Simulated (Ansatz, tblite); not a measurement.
# The cluster B5N6−: isomers from a random search

The task here is to estimate one member of a computed series from the others.

Method: relaxed with B3LYP-D4/def2-SVPD, singlet; program: Ansatz 0.2.0, Gaussian basis.

3 further runs of the same task are left out: 1 that didn't finish, 2 set aside as unsound or not needed.

### The starting structure

11 atoms, charge -1, spin multiplicity 1.

Atoms are counted from 1 here; the program's logs count them from 0.

Bond lengths: B1–N8 1.291 Å, B1–N9 1.366 Å, B2–N9 1.303 Å, B2–N11 1.346 Å, B3–N6 1.324 Å, B3–N11 1.324 Å, B4–N7 1.365 Å, B4–N10 1.291 Å, B5–N6 1.346 Å, B5–N7 1.303 Å, N8–N10 1.409 Å. Angles: N8–B1–N9 177.9°, N9–B2–N11 171.5°, N6–B3–N11 172.0°, N7–B4–N10 177.9°, N6–B5–N7 171.6°, B3–N6–B5 120.6°, B4–N7–B5 125.2°, B1–N8–N10 128.8°, B1–N9–B2 125.2°, B4–N10–N8 128.8°, B2–N11–B3 120.6°.

The ion is computed in the gas phase, without counter-ions or solvent.

A search from random starts with GFN2-xTB found 15 distinct shapes; 3 go on here. The structure above is candidate A, which lies 0.00 eV above the lowest at that level; B lies 0.21 eV above the lowest at that level; C lies 2.04 eV above the lowest at that level.

The first run:

Contents of in.yaml:

```yaml
crystal:
  periodic: [false, false, false]
  atoms:
    - {symbol: B, position_ang: [-0.315460, -2.045790, -0.038070]}
    - {symbol: B, position_ang: [1.843880, -1.070440, -0.016890]}
    - {symbol: B, position_ang: [1.830330, 1.248100, 0.026130]}
    - {symbol: B, position_ang: [-2.019760, 0.453450, 0.005140]}
    - {symbol: B, position_ang: [-0.323210, 2.106510, 0.037880]}
    - {symbol: N, position_ang: [1.010170, 2.287160, 0.044070]}
    - {symbol: N, position_ang: [-1.574690, 1.744150, 0.029030]}
    - {symbol: N, position_ang: [-1.602410, -1.944750, -0.038230]}
    - {symbol: N, position_ang: [1.049080, -2.102730, -0.036640]}
    - {symbol: N, position_ang: [-2.396140, -0.781020, -0.018220]}
    - {symbol: N, position_ang: [2.498200, 0.105360, 0.005810]}
basis:
  gaussian: {orbitals: def2-SVPD}
total_charge: -1
hamiltonian: {xc: {name: B3LYP}, dispersion: d4}
scf: {lower_state_search: "off"}
output: {orbitals: {seedname: orbitals}}
relax: {f_tol: 0.02, max_steps: 100}
```

The run is started by

```
ansatz run in.yaml --threads 4 --pin off --events-out ev --progress --plain --max-ram 4787MiB
```

Steps of the session up to this table: Relaxing candidate A; Relaxing candidate B; Relaxing candidate C; Candidate B, PBE0-D4/def2-TZVPD; Candidate B, PBE-D4/def2-TZVPD; Candidate B, r2SCAN-D4/def2-TZVPD; Candidate B, BHLYP-D4/def2-TZVPD; Candidate B, HF/def2-TZVPD; Candidate B, MP2/def2-SVPD; Candidate C, PBE0-D4/def2-TZVPD; Candidate C, PBE-D4/def2-TZVPD; Candidate C, r2SCAN-D4/def2-TZVPD; Candidate C, BHLYP-D4/def2-TZVPD; Candidate C, HF/def2-TZVPD; Candidate C, MP2/def2-SVPD.

One of the session's tables, all rows but one given; the rest of the session is left out.

It belongs to the step «C against A». 

| level | C above A (kcal/mol) |
| --- | --- |
| GFN1-xTB | +44.0 |
| GFN2-xTB | +57.3 |
| HF/def2-SVPD | +85.2 |
| HF/def2-TZVPD | +85.6 |
| PBE-D4/def2-TZVPD | ? |
| r2SCAN-D4/def2-TZVPD | +8.1 |
| PBE0-D4/def2-TZVPD | +22.3 |
| BHLYP-D4/def2-TZVPD | +43.8 |
| MP2/def2-SVPD | -5.1 |

**Question.** Estimate the row for PBE-D4/def2-TZVPD.

The run gave: C above A (kcal/mol): +6.1. In the column «C above A (kcal/mol)» it lies between MP2/def2-SVPD (-5.1) and r2SCAN-D4/def2-TZVPD (+8.1).

Caveats from the session: A random search of this size may have missed the true lowest shape. Only singlets are compared; another spin may lie lower and prefer another shape.
